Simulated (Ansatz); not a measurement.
# Cl3FH2Si: the cost of one run

All numbers below are computed with Ansatz 0.2.0 (RHF/6-31G*).

## 1. The system as given

Bond lengths: Si1–Cl3 2.130 Å, Si1–Cl4 2.128 Å, Si1–Cl5 2.128 Å, Si1–F6 1.890 Å. Angles: Cl3–Si1–Cl4 109.5°, Cl3–Si1–Cl5 109.5°, Cl3–Si1–F6 178.9°, Cl4–Si1–Cl5 109.5°, Cl4–Si1–F6 70.0°, Cl5–Si1–F6 70.0°.

Coordinates:

```xyz
7

Si    0.0000    0.0000    0.0000
H     0.0000    0.0000    1.8100
Cl    2.0086    0.0000   -0.7093
Cl   -1.0032    1.7381   -0.7093
Cl   -1.0032   -1.7381   -0.7093
F    -1.7936    0.0000    0.5960
H    -0.9735    0.0000    1.6930
```

## 2. Pulling towards end A

Springs on the bonds that form and break draw the guess towards this end; the thresholds are loose.

Contents of input.yaml:

```yaml
crystal:
  periodic: [false, false, false]
  atoms:
    - { symbol: Si, position_ang: [0.0, 0.0, 0.0] }
    - { symbol: H, position_ang: [0.0, 0.0, 1.81] }
    - { symbol: Cl, position_ang: [2.0086, 0.0, -0.7093] }
    - { symbol: Cl, position_ang: [-1.0032, 1.7381, -0.7093] }
    - { symbol: Cl, position_ang: [-1.0032, -1.7381, -0.7093] }
    - { symbol: F, position_ang: [-1.7936, 0.0, 0.596] }
    - { symbol: H, position_ang: [-0.9735, 0.0, 1.693] }
basis:
  gaussian: { orbitals: "6-31G*" }
hamiltonian:
  xc: hf
relax:
  f_tol: 0.15
  max_steps: 25
  restrain:
    - { distance: [0, 5], at: 2.79, k: 30.0 }
    - { distance: [6, 1], at: 1.86, k: 30.0 }
    - { distance: [0, 1], at: 1.46, k: 30.0 }
    - { distance: [6, 5], at: 0.92, k: 30.0 }
output:
  orbitals: {}
```

On the command line:

```bash
$ ansatz run input.yaml --threads 2 --pin off --max-ram 3072MiB --backend cpu --events-out ev --progress --plain --runs-dir out
```

What time and memory should one allow on 2 threads of Arm Neoverse V1, shared host?

About 15 s, with a peak of 0.2 GiB.
